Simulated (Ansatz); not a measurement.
# Cl₂OSW: one species, many methods

One table from this session's results is given with a row withheld; the runs are named, their logs left out.

Method: functionals in def2-TZVPP, the program's frozen cores in correlated methods; program: Ansatz 0.2.0, Gaussian basis.

Levels to be run: LDA (SPW92), PBE-D4, revPBE-D4, BLYP-D4, r2SCAN-D4, B97M-V, PBE0-D4, B3LYP-D4, r2SCANh-D4, r2SCAN0-D4, HSE06-D4, BHLYP-D4, CAM-B3LYP-D4, LC-ωPBE, ωB97X-V, ωB97M-V, B2PLYP, PBE-QIDH; CCSD(T)/def2-SVP; CCSD(T)/def2-TZVPP; MP2/def2-QZVPP; extrapolation to the limit; RPA on PBE.

### The geometry

All runs share one geometry, relaxed beforehand with PBE0-D4 in a triple-zeta def2 set. W takes the def2 core potential; no spin-orbit term is included.

5 atoms, charge 0, spin multiplicity 1.

Atoms are counted from 1 here; the program's logs count them from 0.

Bond lengths: O1–W2 1.687 Å, W2–S3 2.119 Å, W2–Cl4 2.247 Å, W2–Cl5 2.247 Å. Angles: O1–W2–S3 107.5°, O1–W2–Cl4 108.7°, O1–W2–Cl5 108.7°, S3–W2–Cl4 109.2°, S3–W2–Cl5 109.2°, Cl4–W2–Cl5 113.3°.

The first run:

The input, in.yaml:

```yaml
crystal:
  periodic: [false, false, false]
  atoms:
    - {symbol: O, position_ang: [-0.469761, -0.421466, 1.641792]}
    - {symbol: W, position_ang: [-0.013796, -0.030891, 0.064945]}
    - {symbol: S, position_ang: [1.733502, -1.141200, -0.386199]}
    - {symbol: Cl, position_ang: [-1.660890, -0.643605, -1.335391]}
    - {symbol: Cl, position_ang: [0.460844, 2.163563, -0.026547]}
basis:
  gaussian: {orbitals: def2-TZVPP}
hamiltonian: {xc: lda}
output: {orbitals: {seedname: orbitals}}
```

Launch:

```
ansatz run in.yaml --threads 4 --pin off --events-out ev --progress --plain --max-ram 10444MiB
```

Steps of the session up to this table: LDA; PBE-D4 (GGA); revPBE-D4 (GGA); BLYP-D4 (GGA); r2SCAN-D4 (meta-GGA); B97M-V (meta-GGA); PBE0-D4 (hybrid); B3LYP-D4 (hybrid); r2SCANh-D4 (hybrid); r2SCAN0-D4 (hybrid); HSE06-D4 (hybrid); BHLYP-D4 (hybrid); CAM-B3LYP-D4 (range-separated); LC-ωPBE (range-separated); ωB97X-V (range-separated); ωB97M-V (range-separated); B2PLYP (double hybrid); PBE-QIDH (double hybrid).

One of the session's tables, all rows but one given; the rest of the session is left out.

It belongs to the step «Frontier levels by functional». 

```
  functional  HOMO (eV)  LUMO (eV)  gap (eV)
 LDA (SPW92)      -7.16      -4.36      2.79
      PBE-D4      -6.98      -4.14      2.84
   revPBE-D4      -6.92      -4.06      2.86
     BLYP-D4      -6.80      -3.99      2.81
   r2SCAN-D4      -7.30      -4.13      3.17
      B97M-V      -7.34      -4.08      3.25
     PBE0-D4      -8.23      -3.49      4.74
    B3LYP-D4      -7.97      -3.65      4.32
  r2SCANh-D4      -7.76      -3.88      3.88
  r2SCAN0-D4      -8.44      -3.48      4.96
    HSE06-D4      -7.84      -3.86      3.97
    BHLYP-D4      -9.32      -2.65      6.67
CAM-B3LYP-D4      -9.50      -2.47      7.03
     LC-ωPBE     -10.85      -1.46      9.39
     ωB97X-V          ?          ?         ?
     ωB97M-V     -10.33      -1.48      8.86
```

Estimate the missing values for ωB97X-V.

As computed: HOMO (eV): -10.50; LUMO (eV): -1.48; gap (eV): 9.01. In the column «HOMO (eV)» it lies between LC-ωPBE (-10.85) and ωB97M-V (-10.33).
